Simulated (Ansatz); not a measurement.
Predict the output of the script below (Ansatz 0.2.0 through its Python package).

`field_ch3brosi.py`:
```python
'''Response of CH3BrOSi to a pair of distant point charges.'''

import warnings

import ansatz as az
import numpy as np

BASIS = 'def2-SVPD'
XC = 'b3lyp'

GEOMETRY = '''
O    -0.71490    0.54110   -1.88890
C    -0.52350   -0.25110   -1.03980
Si    0.26370    0.28810    0.53970
Br    0.64930   -1.48370    1.85740
H    -0.75570   -1.32430   -1.16570
H    -0.52850    1.27920    1.31560
H     1.67080    0.88260    0.33600
'''

warnings.simplefilter('ignore', az.DeckWarning)

mol = az.Crystal.molecule()
for line in GEOMETRY.strip().splitlines():
    symbol, *xyz = line.split()
    mol = mol.atom(symbol, [float(v) for v in xyz])

base = (
    mol.calculation()
    .basis(gaussian=BASIS)
    .functional(XC)
    .forces()
)
# charges +q and -q at -R and +R make a nearly even field 2 k q / R^2 at the centre
centre = np.mean([site.position_ang for site in mol.cartesian_sites], axis=0)
field = 2 * 14.399645 * 2.0 / 40.0 ** 2


def dipole(axis, sign):
    arm = 40.0 * np.eye(3)[axis]
    pair = [{'charge': sign * 2.0, 'position_ang': (centre - arm).tolist()}, {'charge': -sign * 2.0, 'position_ang': (centre + arm).tolist()}]
    deck = base.input().set(az.key.basis.gaussian.point_charges, pair)
    return np.array(az.Session.from_dict(deck).plan().execute().report['charge_distribution']['dipole_moment_e_ang'])


print(f'field {field:.4f} V/A')
alpha = np.array([(dipole(axis, 1) - dipole(axis, -1)) / (2 * field) * 14.399645 for axis in range(3)])
print('polarisability tensor (A^3)')
print(np.array2string(alpha, precision=3, suppress_small=True))
print(f'mean {np.trace(alpha) / 3:.3f} A^3 = {np.trace(alpha) / 3 / 0.14818471:.2f} bohr^3')
```

Running `python field_ch3brosi.py` prints:
```text
field 0.0360 V/A
polarisability tensor (A^3)
[[ 8.101 -0.189  1.099]
 [-0.194 10.052 -1.349]
 [ 1.107 -1.358 10.555]]
mean 9.569 A^3 = 64.58 bohr^3
```

Reading the output:
- The geometry is a force-field or estimated start, not a minimum of this method, and the basis set is short of its limit. The field of two point charges is only nearly even.
- b3lyp holds the VWN-RPA fit, as in Gaussian; the form of ORCA and Turbomole is b3lyp5.
- Finished in 32 s on 1 thread of Intel(R) Xeon(R) Platinum 8488C (Sapphire Rapids), on a shared host, peak memory 0.39 GiB.

(Lines on the test bed's own set-up are left out of the output.)
